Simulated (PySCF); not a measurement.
# C3H9GaS: magnetic properties

What do calculations give for the magnetic properties of C3H9GaS (`C[S][Ga]([CH3])[CH3]`)?

Computed with PySCF 2.14.0 and routines of our own; the level stands in each step. Atoms count from 0.

### Step 1. The starting structure

14 atoms, charge 0, multiplicity 1; geometry from: GFN2-xTB.

### Step 2. Magnetic properties: GIAO B3LYP/def2-SVP

What the job is given:

```
{"job": {"kind": "mag", "xc": "B3LYP", "basis": "def2-SVP"}, "charge": 0, "multiplicity": 1}
Ga    -0.226650     0.533130    -0.312380
C      1.745140     0.420730     0.260490
H      1.846240     0.208820     1.328880
H      2.229040     1.377720     0.057510
H      2.284600    -0.354170    -0.291730
C     -1.158540     2.116400    -1.207690
H     -0.596270     2.469240    -2.075800
H     -1.261250     2.954500    -0.513330
H     -2.158000     1.816660    -1.535300
S     -1.568260    -1.246850     0.058760
C     -0.438820    -2.401820     0.933650
H      0.598520    -2.100340     0.797000
H     -0.598680    -3.388790     0.511340
H     -0.697070    -2.405210     1.988610
```

Method: GIAO B3LYP/def2-SVP magnetisability, rotational g tensor and spin-rotation constants, non-relativistic, gas phase.

Launch:

```bash
$ OMP_NUM_THREADS=1 python excited_run.py task.json out
```

The driver reads the jobs from task.json and runs them one after another.

What it wrote:

```text
coarse grid: 51520 points
cycle   1  E = -2442.3272298982  dE = -5.106e-01  |g| = 7.073e-01  |ddm| = 3.633e+00
cycle   2  E = -2442.2420713118  dE =  8.516e-02  |g| = 9.699e-01  |ddm| = 1.555e+00
cycle   3  E = -2442.4283431496  dE = -1.863e-01  |g| = 6.356e-02  |ddm| = 9.545e-01
cycle   4  E = -2442.4292132962  dE = -8.701e-04  |g| = 2.603e-02  |ddm| = 1.012e-01
cycle   5  E = -2442.4293865796  dE = -1.733e-04  |g| = 7.609e-03  |ddm| = 3.734e-02
cycle   6  E = -2442.4294051439  dE = -1.856e-05  |g| = 1.102e-03  |ddm| = 1.248e-02
cycle   7  E = -2442.4294054482  dE = -3.043e-07  |g| = 3.676e-04  |ddm| = 1.776e-03
final grid: 107008 points
cycle   8  E = -2442.4293843004  dE =  9.959e-09  |g| = 4.963e-04  |ddm| = 1.312e-03
cycle   9  E = -2442.4293842127  dE =  8.774e-08  |g| = 7.210e-04  |ddm| = 1.563e-03
cycle  10  E = -2442.4293843757  dE = -1.631e-07  |g| = 7.001e-05  |ddm| = 9.528e-04
cycle  11  E = -2442.4293843766  dE = -8.440e-10  |g| = 4.003e-06  |ddm| = 5.128e-05
converged SCF energy = -2442.4293843766

Magnetisability tensor (1e-30 J/T^2)
    -1359.31       64.10       -4.57
       64.10    -1408.70       -4.79
       -4.57       -4.79    -1486.38
isotropic -1418.13   principal values   -1486.68  -1452.65  -1315.06
isotropic susceptibility -85.402 1e-6 cm^3/mol

Inertial axes            a          b          c
rot. const./GHz      3.6858     1.7851     1.2308
chi total           -83.394    -83.638    -89.173
chi diamagnetic    -453.604   -788.611  -1114.490
chi paramagnetic    370.210    704.972   1025.318
quadrupole/D A        2.171     -3.490      1.319
g nuclear            0.6291     0.5884     0.5925
g electronic        -0.6410    -0.5912    -0.5929
g total             -0.0119    -0.0028    -0.0003

Spin-rotation constants (kHz, H = +C I.J)
atom  isotope        aa         bb         cc
  0   69Ga        7.632      3.675      2.254
  2     1H       -0.325     -0.149     -0.052
  3     1H        0.020     -0.176     -0.146
  4     1H       -0.369     -0.152     -0.036
  6     1H       -0.189     -0.195     -0.066
  7     1H       -0.305     -0.204     -0.023
  8     1H       -0.360      0.006     -0.139
 11     1H       -0.254     -0.029     -0.122
 12     1H       -0.114     -0.195     -0.058
 13     1H       -0.314     -0.198      0.014
  1    13C*       0.465      0.197      0.108
  9    33S*       0.747      0.594      0.236
 10    13C*       0.466      0.219      0.164
* in the singly substituted isotopologue
```

It took 19 s on 1 thread of Arm Neoverse V2, shared host; peak memory 0.82 GiB.

From this job:

```tsv
quantity	value
magnetisability	-1418·10⁻³⁰ J/T²
molar susceptibility	-85.4·10⁻⁶ cm³/mol
rotational g (a, b, c)	-0.0119, -0.0028, -0.0003
```

### Step 3. Magnetic properties: GIAO X3LYP/def2-SVP

Settings changed since step 2:

```diff
@@ -1,2 +1,2 @@
-{"job": {"kind": "mag", "xc": "B3LYP", "basis": "def2-SVP"}, "charge": 0, "multiplicity": 1}
+{"job": {"kind": "mag", "xc": "X3LYP", "basis": "def2-SVP"}, "charge": 0, "multiplicity": 1}
 Ga    -0.226650     0.533130    -0.312380
```

Level: GIAO X3LYP/def2-SVP magnetisability, rotational g tensor and spin-rotation constants, non-relativistic, gas phase.

What it wrote:

```text
coarse grid: 51520 points
cycle   1  E = -2442.1153966863  dE = -5.093e-01  |g| = 6.913e-01  |ddm| = 3.625e+00
cycle   2  E = -2442.0412949258  dE =  7.410e-02  |g| = 9.324e-01  |ddm| = 1.505e+00
cycle   3  E = -2442.2122175785  dE = -1.709e-01  |g| = 5.980e-02  |ddm| = 9.107e-01
cycle   4  E = -2442.2129593400  dE = -7.418e-04  |g| = 2.484e-02  |ddm| = 9.357e-02
cycle   5  E = -2442.2131152746  dE = -1.559e-04  |g| = 7.122e-03  |ddm| = 3.507e-02
cycle   6  E = -2442.2131314540  dE = -1.618e-05  |g| = 1.053e-03  |ddm| = 1.165e-02
cycle   7  E = -2442.2131317273  dE = -2.733e-07  |g| = 3.568e-04  |ddm| = 1.729e-03
final grid: 107008 points
cycle   8  E = -2442.2131121482  dE =  6.142e-09  |g| = 4.685e-04  |ddm| = 1.277e-03
cycle   9  E = -2442.2131120766  dE =  7.160e-08  |g| = 6.641e-04  |ddm| = 1.493e-03
cycle  10  E = -2442.2131122164  dE = -1.398e-07  |g| = 6.615e-05  |ddm| = 8.986e-04
cycle  11  E = -2442.2131122171  dE = -7.390e-10  |g| = 3.686e-06  |ddm| = 4.782e-05
converged SCF energy = -2442.2131122171

Magnetisability tensor (1e-30 J/T^2)
    -1361.03       64.67       -4.58
       64.67    -1411.15       -4.87
       -4.58       -4.87    -1489.41
isotropic -1420.53   principal values   -1489.71  -1455.38  -1316.49
isotropic susceptibility -85.546 1e-6 cm^3/mol

Inertial axes            a          b          c
rot. const./GHz      3.6858     1.7851     1.2308
chi total           -83.526    -83.758    -89.355
chi diamagnetic    -453.711   -788.713  -1114.600
chi paramagnetic    370.185    704.955   1025.245
quadrupole/D A        2.172     -3.496      1.324
g nuclear            0.6291     0.5884     0.5925
g electronic        -0.6410    -0.5912    -0.5928
g total             -0.0119    -0.0028    -0.0003

Spin-rotation constants (kHz, H = +C I.J)
atom  isotope        aa         bb         cc
  0   69Ga        7.609      3.664      2.248
  2     1H       -0.325     -0.149     -0.052
  3     1H        0.019     -0.176     -0.146
  4     1H       -0.369     -0.152     -0.037
  6     1H       -0.190     -0.195     -0.066
  7     1H       -0.305     -0.204     -0.024
  8     1H       -0.360      0.005     -0.139
 11     1H       -0.254     -0.029     -0.122
 12     1H       -0.114     -0.195     -0.058
 13     1H       -0.314     -0.198      0.014
  1    13C*       0.462      0.196      0.107
  9    33S*       0.746      0.594      0.235
 10    13C*       0.464      0.218      0.163
* in the singly substituted isotopologue
```

Wall time 19 s (1 thread of Arm Neoverse V2, shared host); peak memory 0.66 GiB.

From this job:

```tsv
quantity	value
magnetisability	-1421·10⁻³⁰ J/T²
molar susceptibility	-85.5·10⁻⁶ cm³/mol
rotational g (a, b, c)	-0.0119, -0.0028, -0.0003
```

### Step 4. Magnetic properties side by side

```tsv
level	ξ (10⁻³⁰ J/T²)	g(a)	g(b)	gap (eV)	functions	time
GIAO B3LYP/def2-SVP	-1418	-0.0119	-0.0028	5.52	137	19 s
GIAO X3LYP/def2-SVP	-1421	-0.0119	-0.0028	5.62	137	19 s
```

### Step 5. Outcome

| quantity | value |
| --- | --- |
| magnetisability (step 2, GIAO B3LYP/def2-SVP) | -1418·10⁻³⁰ J/T² |
| molar susceptibility (step 2, GIAO B3LYP/def2-SVP) | -85.4·10⁻⁶ cm³/mol |
| rotational g (a, b, c) (step 2, GIAO B3LYP/def2-SVP) | -0.0119, -0.0028, -0.0003 |
| magnetisability over the levels | -1421 to -1418·10⁻³⁰ J/T² |

Steps that list no spin-orbit terms leave them out, which matters at and beside the heavy atoms. The geometry comes from tight binding, which is rough for metal atoms, and these values hang on it. The magnetisability spreads by 0.2 % over 2 levels of like cost. Two levels can agree by chance, so this spread shows no convergence. Vibrational averaging and real surroundings are missing from these values.
